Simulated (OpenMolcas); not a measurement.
**Cr⁴⁺ among point charges: CASSCF and CASPT2 levels and susceptibility**

Aim: the splitting of the states of Cr⁴⁺ in the field of 6 point charges, its lowest levels with spin-orbit coupling and its magnetic susceptibility.

Program: OpenMolcas 26.06. Level of theory: state-averaged CASSCF and CASPT2, spin-orbit coupling by RASSI with atomic mean-field integrals. These are calculated values, not measurements, unless marked.

## (1) The system

| Quantity | Value |
| --- | --- |
| Species | Cr⁴⁺ (chromium, Z = 24, 20 electrons) |
| Basis | ANO-RCC-VDZP [5s4p2d1f], 34 functions |
| Scalar Hamiltonian | DKH2, point nucleus |
| Inactive shells | 1s 2s 2p 3s 3p |
| Active space | 2 electrons in 5 orbitals (3d) |
| Some configurations of this space | 3d² |
| Orbitals | optimised for each spin and parity, averaged over all roots |

The outer shells:

3d2
```
3d [↑ ][↑ ][  ][  ][  ]
```

The ion sits among 6 point charges of -2 e arranged as a trigonal antiprism (D3d), 1.69 Å from the ion, with a polar angle of 59.7° against the regular 54.74°.

The work runs as a chain of OpenMolcas steps in one folder; each step below is one input file. Labels, J, g values, rates, χT and fits are worked out afterwards by a script from the matrices that RASSI stores. The input lists half of the charges; inversion (Group=XYZ) makes the rest.

## (2) Basis and integrals

a.inp reads:

```
&GATEWAY
Coord
1

Cr 0.0 0.0 0.0
Basis=ANO-RCC-VDZP
Group=XYZ
NoMove
AngMom=0.0 0.0 0.0
AMFI
XField
3 Angstrom 0
0.000000 1.458570 0.853624 -2.000000
1.263159 -0.729285 0.853624 -2.000000
1.263159 0.729285 -0.853624 -2.000000
&SEWARD
```

## (3) Reference wave functions, triplets of even parity, 10 roots

a.inp reads:

```
&RASSCF
FileOrb=start.orb
Symmetry=1
Spin=3
nActEl=2 0 0
Inactive=3 6
Ras2=5 0
CIRoot=10 10 1
SDav=10
CIMx=300
Iter=120 100
PrWF=0.3
OrbListing=Nothing
MaxOrb=0
>>> COPY $Project.JobIph JOB001
```

start.orb holds the contracted functions of the basis, ordered by shell, or the orbitals of the step before.

## (4) CASSCF: singlets of even parity, 15 roots

a.inp reads:

```
&RASSCF
FileOrb=start.orb
Symmetry=1
Spin=1
nActEl=2 0 0
Inactive=3 6
Ras2=5 0
CIRoot=15 15 1
SDav=15
CIMx=300
Iter=120 100
PrWF=0.3
OrbListing=Nothing
MaxOrb=0
>>> COPY $Project.JobIph JOB002
```

## (5) RASSI: spin-orbit coupling between the states

a.inp reads:

```
&RASSI
NrOfJobIphs=2 10 15
1 2 3 4 5 6 7 8 9 10
1 2 3 4 5 6 7 8 9 10 11 12 13 14 15
IphNames
JOB001
JOB002
EJob
SpinOrbit
DIPRint=1.0
SOCoupling=1000.0
Subsets=2
Property=9
'ANGMOM' 1 'ANGMOM' 2 'ANGMOM' 3 'MLTPL  1' 1 'MLTPL  1' 2 'MLTPL  1' 3
'AMFI' 1 'AMFI' 2 'AMFI' 3
SOProperty=3
'ANGMOM' 1 'ANGMOM' 2 'ANGMOM' 3
```

## (6) CASPT2: IPEA 0.25, imaginary shift 0.1 (closed shells correlated: 3s 3p)

a.inp reads:

```
>>> COPY JOB001 $Project.JobIph
&CASPT2
Multistate=10 1 2 3 4 5 6 7 8 9 10
NoMult
Frozen=2 3
IPEA=0.25
Imaginary=0.1
MaxIter=60
WThr=0.0 0.3 0.05
PrWF=0.5
NoMix
>>> COPY JOB002 $Project.JobIph
&CASPT2
Multistate=15 1 2 3 4 5 6 7 8 9 10 11 12 13 14 15
NoMult
Frozen=2 3
IPEA=0.25
Imaginary=0.1
MaxIter=60
WThr=0.0 0.3 0.05
PrWF=0.5
NoMix
```

(Steps that only read results are left out.)

**Question.** What will these runs give? Wanted: spin-free ground state; first state of the same spin within the active space; lowest level; next level.

As calculated:

| quantity | value |
| --- | --- |
| method | SS-CASPT2, IPEA 0.25, imaginary shift 0.1 (closed shells correlated: 3s 3p) |
| spin-free ground state | 3E, 2-fold in its orbital part |
| first state of the same spin within the active space | 3A2 at 854 cm⁻¹ |
| lowest level | 2-fold E, g = 0.00, 0.00, 1.80 |
| next level | 79.3 cm⁻¹ |
| χT at 300 K | 0.73 cm³ K/mol |
| effective moment at 300 K | 2.41 μB |

Cost by method:

```
                                              method  time of its own steps  time with the reference
                                           A. CASSCF                  4.7 s                    4.7 s
B. SS-CASPT2, IPEA 0.25, imaginary shift 0.1, +3s 3p                  1.7 s                    6.4 s
```

Times are of one thread on a shared host.

What this shows: The spin-free ground state (3E) comes to 96 % from free-ion F terms and keeps the highest spin of the shell. χT at 300 K is 0.73, against 1.00 cm³ K/mol for the spin alone, so spin-orbit coupling lowers it. CASPT2 does not keep the components of a term degenerate, and the means are used. The field of point charges can differ much from that of real complexes. Point charges carry no covalency, so the field is a model and not that of real ligands.
